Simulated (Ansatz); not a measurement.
# Nickel, dhcp under LDA: ground state and equation of state

The plan for nickel in the dhcp structure: relax it, solve it on a dense k-mesh, then scale the cell to 7 volumes from 88 to 112 % of the relaxed one and try a fit of the equation of state. The start is ferromagnetic. The k-meshes are 14×14×4 for the relaxation; 20×20×6 for the dense run; 17×17×5 for the volumes.

Method: DFT LDA (PW92), plane waves (420 eV) with PAW, scalar-relativistic; the PAW data stem from PBE, with regenerated cores, in Ansatz 0.2.0.

## (1) The system as given

Symmetry: P6_3/mmc, No. 194, hexagonal system. The conventional cell has a = 2.492 Å, b = 2.492 Å, c = 8.138 Å, α = 90.00°, β = 90.00°, γ = 120.00°. Ni (site symmetry -3m) is surrounded by 12 Ni at 2.49 Å. Around Ni (site symmetry -6m2) lie 12 Ni at 2.49 Å.

Coordinates:

```xyz
4
Lattice="2.4918 0.0000 0.0000 -1.2459 2.1579 0.0000 0.0000 0.0000 8.1381" Properties=species:S:1:pos:R:3 pbc="T T T"
Ni    0.0000    0.0000    0.0000
Ni    0.0000    0.0000    4.0690
Ni    0.0000    1.4386    2.0345
Ni    1.2459    0.7193    6.1036
```

Starting moments (μB): +0.8 ×4.

## (2) Geometry optimisation

Input file input.yaml:

```yaml
crystal:
  lattice:
    - [2.491755966, 0.0, 0.0]
    - [-1.245877983, 2.1579239666, 0.0]
    - [0.0, 0.0, 8.138074985]
  atoms:
    - { symbol: Ni, position: [0.0, 0.0, 0.0], spin: 0.8 }
    - { symbol: Ni, position: [0.0, 0.0, 0.5], spin: 0.8 }
    - { symbol: Ni, position: [0.3333333333, 0.6666666667, 0.25], spin: 0.8 }
    - { symbol: Ni, position: [0.6666666667, 0.3333333333, 0.75], spin: 0.8 }
hamiltonian:
  xc: lda
  pseudopotentials:
    kind: paw
    azcp:
      Ni: "pseudopotentials/Ni.paw.azcp"
basis:
  ecutwfc: 420
  fft_grid_basis: typed
kpoints:
  mp_grid: { grid: [14, 14, 4], shift: [0, 0, 0] }
magnetization:
  spin_polarized: true
scf:
  occupations: { method: fermi_dirac, width: 0.05 }
relax:
  max_steps: 60
  f_tol: 0.01
  cell: {}
```

Further steps of the session: Single point on a dense mesh; Volume × 0.88; Volume × 0.92; Volume × 0.96; Volume × 1.0; Volume × 1.04; Volume × 1.08; Volume × 1.12.

What does the calculation give? Wanted: space group; conventional cell; volume; shortest distance; gap on the mesh; magnetic state; relative to fcc, ferromagnetic; V₀, B₀, B₀′.

**Answer**, as computed:

```
                      quantity                                   value
space group (spins left aside)                      P6_3/mmc (No. 194)
             conventional cell  a = 2.418 Å, c = 7.929 Å (c/a = 3.279)
                        volume                          10.039 Å³/atom
             shortest distance                                 2.418 Å
               gap on the mesh            none (levels filled in part)
                magnetic state   ferromagnetic, up to 0.63 μB per atom
relative to fcc, ferromagnetic                            +12 meV/atom
                   V₀, B₀, B₀′            10.043 Å³/atom, 253 GPa, 4.8
```

**Reading.** From the guessed start the volume shrank by 8.2 % in 6 steps. Against the reference form of nickel (fcc, ferromagnetic, computed apart with the same settings) it stands 12 meV/atom higher. The final state is ferromagnetic (largest moment 0.63 μB). No gap shows: it is a metal or semimetal at this level. The fitted modulus is 253 GPa; letting shape and positions relax at each volume could only lower it. The symmetry was held, so the structure may be unstable against distortions that break it.
